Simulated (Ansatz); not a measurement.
This script makes cell relaxations under several functionals of Ge, space group P6_3/mmc with Ansatz's Python interface.

Script `ge_lattice.py`:
```python
import warnings

import ansatz
import numpy as np

def edges_and_angles(cell):
    cell = np.asarray(cell)
    a, b, c = np.linalg.norm(cell, axis=1)
    cosines = cell[1] @ cell[2] / (b * c), cell[0] @ cell[2] / (a * c), cell[0] @ cell[1] / (a * b)
    return (a, b, c, *np.degrees(np.arccos(cosines)))


def main() -> None:
    warnings.simplefilter("ignore", ansatz.DeckWarning)

    ge = (
        ansatz.Lattice.of((3.99758584, 0.0, 0.0), (-1.99879292, 3.46201089, 0.0), (0.0, 0.0, 6.59937795))
        .atom("Ge", (2 / 3, 1 / 3, 0.06290125))
        .atom("Ge", (1 / 3, 2 / 3, 0.56290125))
        .atom("Ge", (2 / 3, 1 / 3, 0.43709875))
        .atom("Ge", (1 / 3, 2 / 3, 0.93709875))
    )

    calc = (
        ge.calculation()
        .basis(510)
        .kpoints(density=3.8)
        .occupations("Gaussian", width=0.15)
        .relax(cell=True, force_tolerance=0.01, max_steps=40)
    )

    levels = [("pbesol", "none"), ("pbesol", "d3bj"), ("lda", "none")]
    print("level            a       b       c    alpha   beta  gamma  V/atom  steps")
    for name, dispersion in levels:
        seen = []
        run = calc.functional(name, dispersion=dispersion).session().plan()
        res = run.execute(on_event=lambda e: seen.append(e) if e["event"] == "relax_step" else None)
        cell = res.lattice.cell_ang
        label = name if dispersion == "none" else f"{name}+{dispersion}"
        print("{:13s} {:7.4f} {:7.4f} {:7.4f} {:6.2f} {:6.2f} {:6.2f}".format(label, *edges_and_angles(cell)), f"{abs(np.linalg.det(cell)) / len(res.lattice.sites):7.3f} {len(seen):5d}")


if __name__ == "__main__":
    main()
```

Rank the levels of theory by the volume of the relaxed cell.

From smallest to largest: LDA (22.18 Å³ an atom, -2.9 % against the start), PBEsol+D3BJ (22.20 Å³ an atom, -2.8 % against the start) and PBEsol (22.83 Å³ an atom, +0.0 % against the start). The spread is 2.9 % in volume.

What the script printed:

Running `python ge_lattice.py` prints:
```text
level            a       b       c    alpha   beta  gamma  V/atom  steps
pbesol         4.0025  4.0025  6.5821  90.00  90.00 120.00  22.830     4
pbesol+d3bj    3.9656  3.9656  6.5214  90.00  90.00 120.00  22.204     5
lda            3.9639  3.9639  6.5193  90.00  90.00 120.00  22.178     5
```

Notes:
- Dispersion corrections can be off by several per cent in the lattices of metals, and by several GPa in the pressure at a fixed cell.
- This isn't the structure that Ge takes at ambient conditions.
- Finished in 57 s on 1 thread of Intel(R) Xeon(R) Processor @ 2.30GHz, with other jobs on the host, peak memory 0.6 GiB.
